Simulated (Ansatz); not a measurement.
# CH₃AlClFSi: small, medium and large basis sets

The task here is to estimate one member of a computed series from the others.

The runs use Ansatz 0.2.0, Gaussian basis; one geometry, several basis sets.

The runs, in order: PBE0-D4/def2-SVP; ωB97M-V/def2-SVP; PBE0-D4/def2-QZVPP; ωB97M-V/def2-QZVPP; the functionals' def2-TZVPP values are taken from earlier runs.

## Structure used throughout

All runs share one geometry, relaxed beforehand with PBE0-D4 in a triple-zeta def2 set.

SMILES `F[Si]1(Cl)[CH2][AlH]1`, 8 atoms, charge 0, spin multiplicity 1.

Atoms are counted from 1 here; the program's logs count them from 0.

Bond lengths: F1–Si2 1.597 Å, Si2–Cl3 2.059 Å, Si2–C4 1.862 Å, Si2–Al5 2.322 Å, C4–Al5 1.979 Å, C4–H6 1.109 Å, C4–H7 1.089 Å, Al5–H8 1.582 Å. Angles: F1–Si2–Cl3 106.5°, F1–Si2–C4 118.5°, F1–Si2–Al5 137.5°, Cl3–Si2–C4 111.0°, Cl3–Si2–Al5 114.8°, C4–Si2–Al5 55.1°, Si2–C4–Al5 74.3°, Si2–C4–H6 105.8°, Si2–C4–H7 126.9°, Al5–C4–H6 98.2°, Al5–C4–H7 135.5°, H6–C4–H7 109.3°, Si2–Al5–C4 50.5°, Si2–Al5–H8 167.5°, C4–Al5–H8 141.5°.

The first run:

in.yaml

```yaml
crystal:
  periodic: [false, false, false]
  atoms:
    - {symbol: F, position_ang: [0.400404, -1.069445, 2.206363]}
    - {symbol: Si, position_ang: [0.434667, -0.811590, 0.630873]}
    - {symbol: Cl, position_ang: [2.270609, -1.467675, -0.030083]}
    - {symbol: C, position_ang: [0.074195, 0.903309, 0.001921]}
    - {symbol: Al, position_ang: [-1.081817, -0.307309, -1.053408]}
    - {symbol: H, position_ang: [-0.702030, 1.315050, 0.678027]}
    - {symbol: H, position_ang: [0.799956, 1.682001, -0.229039]}
    - {symbol: H, position_ang: [-2.103785, -0.301540, -2.260354]}
basis:
  gaussian: {orbitals: def2-SVP}
hamiltonian: {xc: pbe0, dispersion: d4}
output: {orbitals: {seedname: orbitals}}
```

Started as:

```
$ ansatz run in.yaml --threads 2 --pin off --events-out ev --progress --plain --max-ram 4352MiB
```

Steps of the session up to this table: PBE0-D4 in def2-SVP; ωB97M-V in def2-SVP; PBE0-D4 in def2-QZVPP; ωB97M-V in def2-QZVPP.

One table of the session follows, with a row left open; its other results are not shown here.

```
functional       basis  HOMO (eV)  LUMO (eV)
   PBE0-D4    def2-SVP      -6.49      -2.18
   PBE0-D4  def2-TZVPP          ?          ?
   PBE0-D4  def2-QZVPP      -6.55      -2.22
   ωB97M-V    def2-SVP      -8.41      -0.42
   ωB97M-V  def2-TZVPP      -8.47      -0.49
   ωB97M-V  def2-QZVPP      -8.51      -0.59
```

Q: Estimate the row for PBE0-D4, def2-TZVPP from the others.

The run gave: HOMO (eV): -6.52; LUMO (eV): -2.20. In the column «HOMO (eV)» it lies between PBE0-D4, def2-QZVPP (-6.55) and PBE0-D4, def2-SVP (-6.49).
